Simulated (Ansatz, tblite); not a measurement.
**Triphenylsulfonium tris(triflyl)methide (C22H15F9O6S4): rung by rung**

The task here is to estimate one member of a computed series from the others.

The runs use Ansatz 0.2.0, Gaussian basis; as each input shows.

Plan: GFN1-xTB, GFN2-xTB, PBE-D4/def2-SVP, r2SCAN-D4/def2-SVP, HSE06-D4/def2-SVP, ωB97M-V/def2-SVP, PBE0-D4/def2-TZVP, PBE-D4/def2-TZVP, MP2/def2-SVP, RPA/def2-SVP.

## The geometry

The singlet was relaxed beforehand with PBE-D4/def2-SVP.

56 atoms, charge 0, spin multiplicity 1.

Bond lengths: O1–S2 1.473 Å, S2–O3 1.490 Å, S2–C4 1.739 Å, S2–C19 1.932 Å, C4–S5 1.729 Å, C4–S12 1.738 Å, S5–O6 1.496 Å, S5–O7 1.490 Å, S5–C8 1.930 Å, C8–F9 1.332 Å, C8–F10 1.344 Å, C8–F11 1.326 Å, S12–O13 1.470 Å, S12–O14 1.481 Å, S12–C15 1.909 Å, C15–F16 1.350 Å, C15–F17 1.342 Å, C15–F18 1.335 Å and more. Angles: O1–S2–O3 119.7°, O1–S2–C4 108.7°, O1–S2–C19 105.2°, O3–S2–C4 111.6°, O3–S2–C19 104.5°, C4–S2–C19 105.9°, S2–C4–S5 118.5°, S2–C4–S12 122.0°, S5–C4–S12 119.1°, C4–S5–O6 106.4°, C4–S5–O7 115.2°, C4–S5–C8 108.0°, O6–S5–O7 118.7°, O6–S5–C8 102.8°, O7–S5–C8 104.6°, S5–C8–F9 111.0°, S5–C8–F10 105.4°, S5–C8–F11 111.2° and more.

PBE0-D4/def2-SVP was run before; its log isn't repeated, and its numbers join the tables.

The first run:

Tight binding, by tblite at 300 K electronic temperature and without a spin-polarisation term:

```python
tblite.interface.Calculator('GFN1-xTB', numbers, positions, charge=0, uhf=0).singlepoint()
```

Tight binding, by tblite at 300 K electronic temperature and without a spin-polarisation term:

```python
tblite.interface.Calculator('GFN2-xTB', numbers, positions, charge=0, uhf=0).singlepoint()
```

start.molden holds the orbitals of an earlier run on this state, given as this run's starting guess.

Input file in.yaml:

```yaml
crystal:
  periodic: [false, false, false]
  atoms:
    - {symbol: O, position_ang: [0.740646, -2.736789, -3.492878]}
    - {symbol: S, position_ang: [1.123304, -1.685591, -2.534274]}
    - {symbol: O, position_ang: [0.841261, -1.871050, -1.082720]}
    - {symbol: C, position_ang: [0.525476, -0.159013, -3.113280]}
    - {symbol: S, position_ang: [0.797211, 1.251110, -2.151173]}
    - {symbol: O, position_ang: [1.930022, 0.922256, -1.231583]}
    - {symbol: O, position_ang: [-0.429097, 1.876377, -1.581942]}
    - {symbol: C, position_ang: [1.553030, 2.613819, -3.289749]}
    - {symbol: F, position_ang: [2.103350, 2.075802, -4.376545]}
    - {symbol: F, position_ang: [2.511647, 3.203043, -2.554202]}
    - {symbol: F, position_ang: [0.644547, 3.522493, -3.618956]}
    - {symbol: S, position_ang: [-0.494499, -0.040770, -4.515206]}
    - {symbol: O, position_ang: [-0.073227, -0.922372, -5.613047]}
    - {symbol: O, position_ang: [-0.752241, 1.405529, -4.705841]}
    - {symbol: C, position_ang: [-2.183976, -0.744515, -3.971381]}
    - {symbol: F, position_ang: [-2.852803, 0.178230, -3.248447]}
    - {symbol: F, position_ang: [-2.033278, -1.842840, -3.215403]}
    - {symbol: F, position_ang: [-2.900243, -1.046553, -5.056799]}
    - {symbol: C, position_ang: [3.049327, -1.576016, -2.643110]}
    - {symbol: F, position_ang: [3.479897, -2.699328, -3.226480]}
    - {symbol: F, position_ang: [3.429646, -0.524640, -3.370748]}
    - {symbol: F, position_ang: [3.580232, -1.491689, -1.415554]}
    - {symbol: C, position_ang: [-3.920513, -2.062516, 0.672340]}
    - {symbol: C, position_ang: [-3.508535, -1.140957, -0.303948]}
    - {symbol: C, position_ang: [-2.268634, -0.498826, -0.190903]}
    - {symbol: C, position_ang: [-1.468585, -0.790932, 0.925706]}
    - {symbol: S, position_ang: [0.117922, 0.050161, 0.933001]}
    - {symbol: C, position_ang: [-0.237461, 1.647850, 1.675239]}
    - {symbol: C, position_ang: [0.646820, 2.676105, 1.308339]}
    - {symbol: C, position_ang: [0.440173, 3.953770, 1.846284]}
    - {symbol: C, position_ang: [-0.640309, 4.192857, 2.710757]}
    - {symbol: C, position_ang: [-1.528208, 3.156423, 3.041836]}
    - {symbol: C, position_ang: [-1.333934, 1.868058, 2.522165]}
    - {symbol: C, position_ang: [1.090365, -0.791839, 2.195008]}
    - {symbol: C, position_ang: [1.018078, -0.445695, 3.554860]}
    - {symbol: C, position_ang: [1.828538, -1.137678, 4.466045]}
    - {symbol: C, position_ang: [2.694671, -2.148285, 4.016611]}
    - {symbol: C, position_ang: [2.759821, -2.468870, 2.651396]}
    - {symbol: C, position_ang: [1.962104, -1.787209, 1.720602]}
    - {symbol: C, position_ang: [-1.851652, -1.713731, 1.908792]}
    - {symbol: C, position_ang: [-3.095488, -2.349269, 1.771985]}
    - {symbol: H, position_ang: [-4.891064, -2.571040, 0.570754]}
    - {symbol: H, position_ang: [-4.141418, -0.926366, -1.176782]}
    - {symbol: H, position_ang: [-1.924422, 0.221491, -0.948943]}
    - {symbol: H, position_ang: [1.455944, 2.474695, 0.589927]}
    - {symbol: H, position_ang: [1.119381, 4.773229, 1.568558]}
    - {symbol: H, position_ang: [-0.801492, 5.201409, 3.120429]}
    - {symbol: H, position_ang: [-2.385215, 3.351388, 3.703853]}
    - {symbol: H, position_ang: [-2.032863, 1.052520, 2.758218]}
    - {symbol: H, position_ang: [0.351601, 0.357987, 3.898487]}
    - {symbol: H, position_ang: [1.785768, -0.877828, 5.534677]}
    - {symbol: H, position_ang: [3.331270, -2.682678, 4.737738]}
    - {symbol: H, position_ang: [3.447920, -3.250813, 2.296960]}
    - {symbol: H, position_ang: [1.994631, -2.015753, 0.644267]}
    - {symbol: H, position_ang: [-1.189853, -1.944779, 2.755659]}
    - {symbol: H, position_ang: [-3.415606, -3.080384, 2.529364]}
basis:
  gaussian: {orbitals: def2-SVP, fitting: {mean_field: def2-universal-jkfit}, initial_orbitals: start.molden}
hamiltonian: {xc: pbe, dispersion: d4}
scf: {omitted_lower_state_checks: [starts]}
output: {forces: true, orbitals: {seedname: orbitals}}
```

Command:

```
$ ansatz run in.yaml --threads 4 --pin off --events-out ev --progress --plain --max-ram 46080MiB --backend cuda --devices 0, --max-vram 37GiB
```

Steps of the session up to this table: PBE-D4/def2-SVP; r2SCAN-D4/def2-SVP; HSE06-D4/def2-SVP; ωB97M-V/def2-SVP; PBE0-D4/def2-TZVP; PBE-D4/def2-TZVP; MP2/def2-SVP; RPA/def2-SVP.

One of the session's tables, all rows but one given; the rest of the session is left out.

It belongs to the step «Binding energy». 

```
             level  binding an atom (eV)
       HF/def2-SVP                 3.098
   PBE-D4/def2-SVP                 4.961
  PBE-D4/def2-TZVP                 4.928
r2SCAN-D4/def2-SVP                 4.737
  PBE0-D4/def2-SVP                 4.759
 PBE0-D4/def2-TZVP                 4.742
 HSE06-D4/def2-SVP                 4.764
  ωB97M-V/def2-SVP                 4.728
      MP2/def2-SVP                     ?
```

Estimate the missing values for MP2/def2-SVP.

The run gave: binding an atom (eV): 4.536. In the column «binding an atom (eV)» it lies between HF/def2-SVP (3.098) and ωB97M-V/def2-SVP (4.728).

To keep in mind: Free atoms were run apart at each level; binding is atoms less cluster, divided by the number of atoms, without zero-point or spin-orbit terms.
